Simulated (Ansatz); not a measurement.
# CH₈AsNSi: how energies converge with the basis set

One table from this session's results is given with a row withheld; the runs are named, their logs left out.

The runs use Ansatz 0.2.0, Gaussian basis; one geometry, several basis sets.

Levels to be run: PBE0-D4/def2-SVP; ωB97M-V/def2-SVP; PBE0-D4/def2-QZVPP; ωB97M-V/def2-QZVPP; the functionals' def2-TZVPP values are taken from earlier runs.

### The geometry

An earlier PBE0-D4 in a triple-zeta def2 set relaxation fixed the geometry.

SMILES `C[AsH]N[SiH3]`, 12 atoms, charge 0, spin multiplicity 1.

Atoms are counted from 1 here; the program's logs count them from 0.

Bond lengths: C1–As2 1.962 Å, C1–H5 1.092 Å, C1–H6 1.090 Å, C1–H7 1.089 Å, As2–N3 1.855 Å, As2–H8 1.533 Å, N3–Si4 1.721 Å, N3–H9 1.008 Å, Si4–H10 1.488 Å, Si4–H11 1.492 Å, Si4–H12 1.486 Å. Angles: As2–C1–H5 108.8°, As2–C1–H6 108.3°, As2–C1–H7 111.5°, H5–C1–H6 109.0°, H5–C1–H7 109.6°, H6–C1–H7 109.6°, C1–As2–N3 99.0°, C1–As2–H8 94.5°, N3–As2–H8 97.0°, As2–N3–Si4 124.5°, As2–N3–H9 111.6°, Si4–N3–H9 117.9°, N3–Si4–H10 108.9°, N3–Si4–H11 113.8°, N3–Si4–H12 108.8°, H10–Si4–H11 108.2°, H10–Si4–H12 109.9°, H11–Si4–H12 107.2°.

Set-up of the first run:

in.yaml

```yaml
crystal:
  periodic: [false, false, false]
  atoms:
    - {symbol: C, position_ang: [-1.556415, 1.234545, -0.041662]}
    - {symbol: As, position_ang: [-1.407581, -0.691090, 0.301677]}
    - {symbol: N, position_ang: [0.348826, -0.744458, 0.897388]}
    - {symbol: Si, position_ang: [1.728381, -0.615438, -0.123952]}
    - {symbol: H, position_ang: [-2.452764, 1.417019, -0.637961]}
    - {symbol: H, position_ang: [-1.656750, 1.746905, 0.915249]}
    - {symbol: H, position_ang: [-0.683406, 1.615170, -0.569937]}
    - {symbol: H, position_ang: [-1.120532, -1.052759, -1.160128]}
    - {symbol: H, position_ang: [0.437242, -1.284147, 1.744187]}
    - {symbol: H, position_ang: [2.950079, -0.543866, 0.722202]}
    - {symbol: H, position_ang: [1.883826, -1.757219, -1.072060]}
    - {symbol: H, position_ang: [1.605997, 0.620140, -0.941104]}
basis:
  gaussian: {orbitals: def2-SVP}
hamiltonian: {xc: pbe0, dispersion: d4}
output: {orbitals: {seedname: orbitals}}
```

Steps of the session up to this table: PBE0-D4 in def2-SVP; ωB97M-V in def2-SVP; PBE0-D4 in def2-QZVPP; ωB97M-V in def2-QZVPP.

One of the session's tables, all rows but one given; the rest of the session is left out.

It belongs to the step «Functionals by basis». 

| functional | basis | HOMO (eV) | LUMO (eV) |
| --- | --- | --- | --- |
| PBE0-D4 | def2-SVP | ? | ? |
| PBE0-D4 | def2-TZVPP | -6.98 | -0.07 |
| PBE0-D4 | def2-QZVPP | -7.02 | -0.23 |
| ωB97M-V | def2-SVP | -9.07 | 2.21 |
| ωB97M-V | def2-TZVPP | -9.17 | 1.64 |
| ωB97M-V | def2-QZVPP | -9.20 | 1.28 |

Q: Estimate the row for PBE0-D4, def2-SVP from the others.

The run gave: HOMO (eV): -6.89; LUMO (eV): 0.30. In the column «HOMO (eV)» it is the highest.
